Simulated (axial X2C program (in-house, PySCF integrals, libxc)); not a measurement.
**A two-component session on PdGe⁺: EOM-IP-CCSD levels**

Wanted for PdGe⁺: EOM-IP-CCSD levels, at the two-component level.

The runs use an in-house X2C program for linear molecules on PySCF integrals; two-component X2C with atomic mean-field terms, Pd dyall-cv3z, Ge dyall-cv3z.

All values are calculated.

### 1 Input

Contents of task.json:

```json
{"zs": [46, 32], "q": 1, "bas": ["dyall-cv3z", "dyall-cv3z"], "r0": 2.41, "eom": "ip", "rq": 0, "thr": -1.0, "nmax": 95, "grid": [1, 0.96, 1.045, 0.92, 1.09, 1.15]}
```

Keys: zs atomic numbers; q charge; bas basis sets; r0 starting distance in Å; eom kind of EOM run; thr threshold in hartree for freezing inner shells (an s shell follows its p shell); nmax most natural virtual spinors; grid distances as factors.

Started as:

```bash
$ python soeom.py task.json out
```

Further steps of the session: EOM-IP-CCSD at 2.191 Å.

Before running it: what results should come out? Wanted: next root; T1 of the reference; lowest state, Re and ωe.

**Answer**, as computed:

```
               quantity                             value
 lowest root at 2.191 Å                 Ω = 1/2, 6.943 eV
              next root  Ω = 5/2, about 15590 cm⁻¹ higher
    T1 of the reference                             0.054
lowest state, Re and ωe                 2.195 Å, 327 cm⁻¹
```

**Reading.** The first ionisation of PdGe costs 6.94 eV and empties a spinor of 54% Ge pσ, 21% Pd sσ, 12% Pd dσ. Errors of 0.1 to 0.3 eV are usual at this size, and roots led by higher excitations are left out, so the list is incomplete, and low states of that kind can be missing. The reference has multireference character, which lowers the reliability. The bond is 0.026 Å longer than in the closed-shell reference at CCSD (2.168 Å).
